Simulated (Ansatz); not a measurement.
# CH₅GeNO₂: up Jacob's ladder to CCSD(T)

How much do the methods differ for CH₅GeNO₂? The plan is to run it at one geometry with functionals of several rungs and with coupled cluster. The yardstick is the atomisation energy at the CCSD(T) limit.

The runs use Ansatz 0.2.0, Gaussian basis; functionals in def2-TZVPP, the program's frozen cores in correlated methods.

Plan: PBE-D4, r2SCAN-D4, PBE0-D4, B3LYP-D4, ωB97X-V, ωB97M-V, B2PLYP; CCSD(T)/def2-TZVPP; MP2/def2-QZVPP; extrapolation to the limit.

### 1 The geometry

An earlier PBE0-D4 in a triple-zeta def2 set relaxation fixed the geometry.

SMILES `NC(=O)[O][GeH3]`, 10 atoms, charge 0, spin multiplicity 1.

Atoms are counted from 1 here; the program's logs count them from 0.

Bond lengths: N1–C2 1.350 Å, N1–H6 1.002 Å, N1–H7 1.002 Å, C2–O3 1.215 Å, C2–O4 1.334 Å, O4–Ge5 1.828 Å, Ge5–H8 1.529 Å, Ge5–H9 1.529 Å, Ge5–H10 1.535 Å. Angles: C2–N1–H6 118.6°, C2–N1–H7 120.8°, H6–N1–H7 120.6°, N1–C2–O3 124.6°, N1–C2–O4 112.6°, O3–C2–O4 122.8°, C2–O4–Ge5 111.7°, O4–Ge5–H8 109.4°, O4–Ge5–H9 109.4°, O4–Ge5–H10 99.9°, H8–Ge5–H9 113.9°, H8–Ge5–H10 111.7°, H9–Ge5–H10 111.7°.

### 2 PBE-D4 (GGA)

Input file in.yaml:

```yaml
crystal:
  periodic: [false, false, false]
  atoms:
    - {symbol: N, position_ang: [-0.629640, 1.167764, -1.614927]}
    - {symbol: C, position_ang: [-0.514956, 0.258745, -0.623589]}
    - {symbol: O, position_ang: [-1.352678, -0.580598, -0.357789]}
    - {symbol: O, position_ang: [0.632314, 0.373094, 0.046465]}
    - {symbol: Ge, position_ang: [0.765683, -0.872288, 1.378454]}
    - {symbol: H, position_ang: [-1.466328, 1.173239, -2.165890]}
    - {symbol: H, position_ang: [0.089544, 1.847127, -1.772812]}
    - {symbol: H, position_ang: [0.766240, -2.272583, 0.765358]}
    - {symbol: H, position_ang: [-0.348983, -0.644340, 2.399409]}
    - {symbol: H, position_ang: [2.141904, -0.501358, 1.948322]}
basis:
  gaussian: {orbitals: def2-TZVPP}
hamiltonian: {xc: pbe, dispersion: d4}
output: {forces: true, orbitals: {seedname: orbitals}}
```

Started as:

```
$ ansatz run in.yaml --threads 4 --pin off --events-out ev --progress --plain --max-ram 10444MiB
```

The runs that follow: r2SCAN-D4 (meta-GGA); PBE0-D4 (hybrid); B3LYP-D4 (hybrid); ωB97X-V (range-separated); ωB97M-V (range-separated); B2PLYP (double hybrid); CCSD(T) in def2-TZVPP; MP2 in def2-QZVPP.

Q: Predict the results of all the runs planned. Wanted: atomisation energy, CCSD(T)/CBS; farthest; mean size of error, hybrid; mean size of error, range-separated; gap, smallest and largest; T1 diagnostic; triples share of the correlation energy.

As calculated:

```
                               quantity                                           value
        atomisation energy, CCSD(T)/CBS                                   3683.0 kJ/mol
 functionals within 36.8 kJ/mol (1.0 %)  r2SCAN-D4, PBE0-D4, B3LYP-D4, ωB97X-V, ωB97M-V
                               farthest                          PBE-D4 (+106.1 kJ/mol)
             mean size of error, hybrid                                      8.2 kJ/mol
    mean size of error, range-separated                                     15.2 kJ/mol
              gap, smallest and largest            5.68 eV (PBE-D4), 12.75 eV (ωB97X-V)
                          T1 diagnostic                                          0.0138
triples share of the correlation energy                                           3.9 %
```

In words: PBE-D4 is off by +106.1 kJ/mol. Double hybrids carry the basis error of their MP2 part in triple zeta, and no dispersion term here, so their miss is partly the set-up's. Misses under about 36.8 kJ/mol are within the doubt on the reference itself, which lacks core-valence correlation, relativity and higher excitations, and its outer-core shells are covered unevenly. Hartree-Fock recovers 67 % of the binding; the rest is correlation. Orbital gaps span 5.7 to 12.8 eV; exact exchange widens them. Correlated methods include outer-core shells of Ge, which these sets cover unevenly.
